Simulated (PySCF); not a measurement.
# BeCl2 (SMILES [Cl][Be][Cl]): levels of theory compared

Wanted: a comparison of 6 runs (N12-D3(0)/pc-0, O3LYP-D4/6-311G*, M11-L/def2-TZVPPD, TPSSh-D4/6-311++G(3df,3pd), MP2/SBKJC, RI-MP2/cc-pCVTZ) of BeCl2. 

The results are computed with PySCF 2.14.0.

4 further runs of the same task are left out: 4 set aside as unsound or not needed.

## (1) The molecule

BeCl2 has 3 atoms, charge 0, and is taken as a singlet. SMILES: `[Cl][Be][Cl]`. Geometry: a GFN2-xTB relaxation, a rough one for these elements and not checked as a minimum.

Bond lengths: Be1–Cl2 1.762 Å, Be1–Cl3 1.761 Å. Angles: Cl2–Be1–Cl3 180.0°.

## (2) The response to a field at N12-D3(0)/pc-0 (sfX2C) (run 1)

calc.py reads:

```python
# BeCl2
import numpy
from pyscf import gto, dft
from pyscf.prop.polarizability import rks

mol = gto.M(
    atom='''
Be     0.000416     0.000246    -0.000416
Cl    -0.030973    -0.038154     3.328318
Cl     0.030557     0.037908    -3.327921
''',
    max_memory=1860,
    verbose=4,
    basis='pc-0',
    unit='bohr',
)

ks = dft.RKS(mol)
ks.xc = 'n12'
ks = ks.sfx2c1e()
ks.disp = 'd3zero'
ks.kernel()

e_final = ks.e_tot
print('E(%s) = %.9f' % ('N12', e_final))
pol = rks.Polarizability(ks)
alpha = pol.polarizability()
print('isotropic polarizability %.4f bohr^3' % (numpy.trace(alpha) / 3))
alpha_w = pol.polarizability_with_freq(freq=0.0774)
```

On the command line:

```
OMP_NUM_THREADS=1 python calc.py
```

Output:

```text
PySCF version 2.14.0

[INPUT] num. atoms = 3
[INPUT] num. electrons = 38
[INPUT] charge = 0
[INPUT] spin (= nelec alpha-beta = 2S) = 0
[INPUT] symmetry False subgroup None
[INPUT] Mole.unit = bohr
[INPUT] Symbol           X                Y                Z      unit          X                Y                Z       unit  Magmom
[INPUT]  1 Be     0.000220137720   0.000130177594  -0.000220137720 AA    0.000416000000   0.000246000000  -0.000416000000 Bohr   0.0
[INPUT]  2 Cl    -0.016390205754  -0.020190227305   1.761270036295 AA   -0.030973000000  -0.038154000000   3.328318000000 Bohr   0.0
[INPUT]  3 Cl     0.016170068034   0.020060049712  -1.761059952942 AA    0.030557000000   0.037908000000  -3.327921000000 Bohr   0.0

[... 59 lines left out ...]
converged SCF energy = -937.411687484569
[... 3 lines left out ...]
isotropic polarizability 14.3523 bohr^3
```

Run time: 41 s. Hardware: 1 thread of Arm Neoverse V1, shared host; peak memory 0.21 GiB.

## (3) The energy at O3LYP-D4/6-311G(d) (ddPCM benzene) (run 2)

job.py reads:

```python
from pyscf import gto, dft, solvent

system = gto.M(
    atom='''
Be     0.000416     0.000246    -0.000416
Cl    -0.030973    -0.038154     3.328318
Cl     0.030557     0.037908    -3.327921
''',
    charge=0,
    basis='6-311g*',
    verbose=3,
    unit='bohr',
    max_memory=1860,
)

mf = dft.RKS(system, xc='o3lyp')
mf = solvent.ddPCM(mf)
mf.with_solvent.eps = 2.2706  # benzene
mf.disp = 'd4'
mf.kernel()

e_tot = mf.e_tot
print('E = %.10f Eh' % e_tot)
```

On the command line:

```
OMP_NUM_THREADS=1 python job.py
```

Output:

```text
<class 'pyscf.solvent.ddpcm.ddPCM'> does not have attributes  method

WARN: ddPCM is an experimental feature. It is still in testing.
Features and APIs may be changed in the future.

converged SCF energy = -935.317057565714
E = -935.3170575657 Eh
```

It took 6.3 s on 1 thread of Arm Neoverse V1, shared host; peak memory 0.32 GiB.

Runs 3 to 4 aren't shown in full; the table further down has their settings and results.

## (4) Energy and forces at MP2/SBKJC (core potential) (run 5)

input.py reads:

```python
from pyscf import gto, mp

molecule = gto.Mole()
molecule.atom = '''
Be     0.000416     0.000246    -0.000416
Cl    -0.030973    -0.038154     3.328318
Cl     0.030557     0.037908    -3.327921
'''
molecule.spin = 0
molecule.basis = 'sbkjc'
molecule.max_memory = 1860
molecule.unit = 'bohr'
molecule.verbose = 3
molecule.ecp = 'sbkjc'
molecule.build()

myscf = molecule.RHF()
myscf.kernel()

pt = mp.MP2(myscf).run()
etot = pt.e_tot
print('E(%s) = %.9f' % ('MP2', etot))
grad = pt.nuc_grad_method().kernel()
dip = myscf.dip_moment()
pop, q = myscf.mulliken_pop()
```

On the command line:

```
OMP_NUM_THREADS=1 python input.py
```

Output:

```text
converged SCF energy = -30.5168183809145
E(RMP2) = -30.595183788103  E_corr = -0.078365407188463
E(SCS-RMP2) = -30.594839933604  E_corr = -0.0780215526894619
E(MP2) = -30.595183788
--------------- RMP2 gradients ---------------
         x                y                z
0 Be     0.0000049195     0.0000049574    -0.0003453399
1 Cl     0.0003340034     0.0004134702    -0.0362289461
2 Cl    -0.0003389229    -0.0004184276     0.0365742860
----------------------------------------------
Dipole moment(X, Y, Z, Debye):  0.00134,  0.00080, -0.00279
 ** Mulliken pop  **
pop of  0 Be 2s           0.71955
pop of  0 Be 3s          -0.09161
pop of  0 Be 2px          0.22487
pop of  0 Be 2py          0.22490
pop of  0 Be 2pz          0.82215
pop of  0 Be 3px         -0.00608
pop of  0 Be 3py         -0.00608
pop of  0 Be 3pz          0.00335
pop of  1 Cl 3s           1.48643
pop of  1 Cl 4s           0.36423
pop of  1 Cl 3px          1.32389
pop of  1 Cl 3py          1.32389
pop of  1 Cl 3pz          1.22992
pop of  1 Cl 4px          0.56676
pop of  1 Cl 4py          0.56675
pop of  1 Cl 4pz          0.19290
pop of  2 Cl 3s           1.48643
pop of  2 Cl 4s           0.36400
pop of  2 Cl 3px          1.32389
pop of  2 Cl 3py          1.32389
pop of  2 Cl 3pz          1.23013
pop of  2 Cl 4px          0.56662
pop of  2 Cl 4py          0.56661
pop of  2 Cl 4pz          0.19258
 ** Mulliken atomic charges  **
charge of    0Be =      0.10894
charge of    1Cl =     -0.05478
charge of    2Cl =     -0.05416
```

It took 1 s on 1 thread of Arm Neoverse V1, shared host; peak memory 0.12 GiB.

## (5) A single-point energy at RI-MP2/cc-pCVTZ (run 6)

run.py reads:

```python
from pyscf import gto, mp

mol = gto.M(
    atom='Be 0.000220 0.000130 -0.000220; Cl -0.016390 -0.020190 1.761270; Cl 0.016170 0.020060 -1.761060',
    basis='cc-pcvtz',
    charge=0,
    max_memory=1860,
    verbose=4,
)

mf = mol.RHF()
mf.init_guess = 'atom'
mf.diis_space = 4
mf.kernel()

pt = mp.MP2(mf, frozen=10).density_fit().run()
etot = pt.e_tot
print('E(%s) = %.9f' % ('RI-MP2', etot))
```

On the command line:

```
OMP_NUM_THREADS=1 python run.py
```

Output:

```text
PySCF version 2.14.0

[INPUT] num. atoms = 3
[INPUT] num. electrons = 38
[INPUT] charge = 0
[INPUT] spin (= nelec alpha-beta = 2S) = 0
[INPUT] symmetry False subgroup None
[INPUT] Mole.unit = angstrom
[INPUT] Symbol           X                Y                Z      unit          X                Y                Z       unit  Magmom
[INPUT]  1 Be     0.000220000000   0.000130000000  -0.000220000000 AA    0.000415739747   0.000245664396  -0.000415739747 Bohr   0.0
[INPUT]  2 Cl    -0.016390000000  -0.020190000000   1.761270000000 AA   -0.030972611182  -0.038153570455   3.328317931413 Bohr   0.0
[INPUT]  3 Cl     0.016170000000   0.020060000000  -1.761060000000 AA    0.030556871434   0.037907906059  -3.327921088927 Bohr   0.0

[... 49 lines left out ...]
Atomic HF for atom  Be  converged. SCF energy = -14.5728734831392
[... 26 lines left out ...]
Atomic HF for atom  Cl  converged. SCF energy = -459.282017516297
[... 22 lines left out ...]
converged SCF energy = -933.839738248263
[... 9 lines left out ...]
WARN: Even tempered Gaussians are generated as DF auxbasis for  Be Cl

******** <class 'pyscf.mp.dfmp2.DFRMP2'> ********
nocc = 9, nmo = 151
frozen orbitals 10
ETB for Be: l = 0, exps = 0.08818 * 2^n , n = 0..14
ETB for Be: l = 1, exps = 0.09384784707173628 * 2^n , n = 0..11
ETB for Be: l = 2, exps = 0.09988 * 2^n , n = 0..8
ETB for Cl: l = 0, exps = 0.325 * 2^n , n = 0..16
ETB for Cl: l = 1, exps = 0.29080061898145954 * 2^n , n = 0..14
ETB for Cl: l = 2, exps = 0.2602 * 2^n , n = 0..12
ETB for Cl: l = 3, exps = 0.4231047151710791 * 2^n , n = 0..9
ETB for Cl: l = 4, exps = 0.688 * 2^n , n = 0..5

WARN: Even tempered Gaussians are generated as DF auxbasis for  Be Cl

mem_avail = 1034.68  mem_blk = 0.21  auxlen = 598

E(DFRMP2) = -934.302316970834  E_corr = -0.462578722571498
E(SCS-DFRMP2) = -934.30101842342  E_corr = -0.461280175156774
E_corr(same-spin) = -0.108247259918104
E_corr(oppo-spin) = -0.354331462653394
E(RI-MP2) = -934.302316971
```

It took 8.7 s on 1 thread of Arm Neoverse V1, shared host; peak memory 0.89 GiB.

## (6) The series

| run | level | task | frequency | energy (Eh) | dipole moment (D) of the reference | HOMO energy (eV) | LUMO energy (eV) | wall time |
| --- | --- | --- | --- | --- | --- | --- | --- | --- |
| 1 | N12-D3(0)/pc-0 (sfX2C) | polarizability | 0.0774 | -937.411687 | 0.00 | -7.73 | -0.24 | 41 s |
| 2 | O3LYP-D4/6-311G* (ddPCM benzene) | energy | – | -935.317058 | 0.00 | -8.66 | -0.14 | 6.3 s |
| 3 | M11-L/def2-TZVPPD (COSMO water) | properties | – | -935.320678 | 0.00 | -8.45 | -2.04 | 29 s |
| 4 | TPSSh-D4/6-311++G(3df,3pd) (Cartesian functions, SS(V)PE water) | localise | – | -935.372790 | 0.00 | -8.64 | -0.44 | 26 s |
| 5 | MP2/SBKJC (core potential) | gradient | – | -30.595184 | 0.00 | -12.98 | 1.68 | 1 s |
| 6 | RI-MP2/cc-pCVTZ | energy | – | -934.302317 | 0.00 | -12.89 | 1.87 | 8.7 s |

## (7) Summary of results

| quantity | value |
| --- | --- |
| run 6: total energy | -934.30232 Eh |
| run 6: dipole moment (Hartree–Fock density) | 0.00 D |
| run 6: HOMO energy (Hartree–Fock orbitals) | -12.89 eV |
| run 6: LUMO energy (Hartree–Fock orbitals) | 1.87 eV |
| run 6: HOMO–LUMO gap (Hartree–Fock orbitals) | 14.76 eV |
| run 6: correlation energy (10 core orbitals frozen) | -462.6 mEh |

**Reading.** Over runs 1, 2, 3, 4 the HOMO–LUMO gap runs from 6.42 eV (M11-L/def2-TZVPPD) to 8.52 eV (O3LYP-D4/6-311G*). The two ends differ in method and basis and solvent. Totals of different functionals can't be ranked against each other. Some runs of one species differ in core potentials or relativity; totals across that change don't compare. All runs together took 1.9 min, the longest 41 s.
